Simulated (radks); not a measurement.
**Ge in [Ar] 3d10 4s2 4p1.5 4d0.5: an all-electron calculation**

An exercise on one series of results from a longer session: the logs are not shown, and one member is left open.

The numbers are computed with radks (a radial shooting solver on a logarithmic mesh, Libxc functionals) version 1 (Dirac Kohn-Sham, BLYP, spin-unpolarised, spherical densities, finite nucleus; open shells are shared between the two j in proportion to 2j + 1), except any that are marked as measured or tabulated.

**The atom as given**

| Quantity | Value |
| --- | --- |
| element | germanium (Z = 32) |
| charge | 0 |
| electrons | 32 |
| configuration | [Ar] 3d10 4s2 4p1.5 4d0.5 |
| nuclear rms radius | 4.0742 fm |

The first run:

Settings of this run:

```text
Z 32
configuration [Ar] 3d10 4s2 4p1.5 4d0.5
relativity Dirac
functional b88,lyp
spin unpolarised
j_filling average
nucleus finite rms 4.0742 fm
c 137.035999084
```

One of the session's tables, all rows but one given; the rest of the session is left out.

It belongs to the step «Shells». From the orbitals of this run (lengths in bohr):

```
level      <r>  outermost maximum (interpolated)  90 % within  nodes
1s1/2  0.04700                            0.0307       0.0840      0
2s1/2   0.2098                             0.176        0.325      1
2p1/2   0.1812                             0.139        0.297      0
2p3/2   0.1848                             0.142        0.302      0
3s1/2   0.6242                             0.542        0.934      2
3p1/2   0.6399                             0.537        0.985      1
3p3/2   0.6506                             0.546         1.00      1
3d3/2   0.7334                             0.501         1.25      0
3d5/2   0.7387                             0.504         1.26      0
4s1/2        ?                                 ?            ?      ?
4p1/2    2.693                              2.12         4.20      2
4p3/2    2.743                              2.15         4.28      2
4d3/2    14.00                              12.3         21.9      1
4d5/2    14.02                              12.4         21.9      1
```

**Question.** Estimate the row for 4s1/2.

**Answer.** <r>: 2.070; outermost maximum (interpolated): 1.72; 90 % within: 3.12; nodes: 3. In the column «<r>» it lies between 3d5/2 (0.7387) and 4p1/2 (2.693).
